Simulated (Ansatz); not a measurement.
## AlFH5NSSi, SMILES F[SiH](S)[NH][AlH2]: a ladder of methods at one geometry, step by step

Computed with the Ansatz DFT code, driven from Python.

Input file `alfh5nssi.xyz`:
```text
10

F    -0.76450   -2.62740    0.14720
Si   -0.19590   -1.05410    0.47130
S     1.89480   -1.20780    0.77140
N    -0.45160    0.04700   -0.91590
Al   -0.17490    1.82560   -0.37070
H    -0.83690   -0.52110    1.68980
H     2.16300   -1.67890   -0.52000
H    -1.51190   -0.00540   -1.11150
H    -0.93430    2.45060    0.95750
H     0.89530    2.72040   -1.11620
```

The cells in order, each with its output:

```python
from pathlib import Path

import ansatz
import numpy as np
```

```python
mol = ansatz.Crystal.molecule_from_extxyz('alfh5nssi.xyz')
```

```python
job = mol.calculation().basis(gaussian='cc-pVDZ')
```

```python
print('functional    E (Ha)        dipole (D)   HOMO (eV)  LUMO (eV)')
for name in ['hf', 'lda', 'blyp', 'pbe', 'r2scan']:
    r = job.functional(name).forces().orbitals().run(threads=1, runs_dir='runs').report
    lines = Path(r['orbitals_path']).read_text().splitlines()
    field_of = lambda key: [line.split('=')[1].strip() for line in lines if line.startswith(key)]
    orbitals = [(27.211386 * float(e), s, float(n)) for e, s, n in zip(field_of('Ene='), field_of('Spin='), field_of('Occup='))]
    homo = max(e for e, _, n in orbitals if n > 0.5)
    lumo = min(e for e, _, n in orbitals if n < 0.5)
    dipole = 4.803205 * np.linalg.norm(r['charge_distribution']['dipole_moment_e_ang'])
    print(f'{name:10s} {r["free_energy_ev"] / 27.211386246:14.6f} {dipole:9.3f} {homo:11.3f} {lumo:10.3f}')
```

    functional    E (Ha)        dipole (D)   HOMO (eV)  LUMO (eV)
    hf           -1085.295244     2.347     -10.803      0.971
    lda          -1083.108668     1.774      -6.440     -2.798
    blyp         -1087.775776     1.680      -6.185     -2.393
    pbe          -1087.192344     1.751      -6.362     -2.552
    r2scan       -1087.671878     1.930      -6.726     -2.252

Reading the output:
- Total energies depend on the basis set; only differences at equal settings carry meaning.
- The geometry is a force-field or estimated start, not a minimum of this method, and the basis set is short of its limit. A lower total doesn't mark the better method: functionals have no common bound, and MP2 and coupled cluster aren't variational.
- Levels such as HOMO and LUMO are orbital energies: with these approximate functionals they aren't the ionisation energy and electron affinity, and their gap isn't the fundamental gap.
- For Al to Cl the sets with a tight d function, cc-pV(X+d)Z, are usual.
- Timing: 27 s on 1 thread of Arm Neoverse V1, with other jobs on the host, peak memory 0.28 GiB.

(Lines on the test bed's own set-up are left out of the output.)
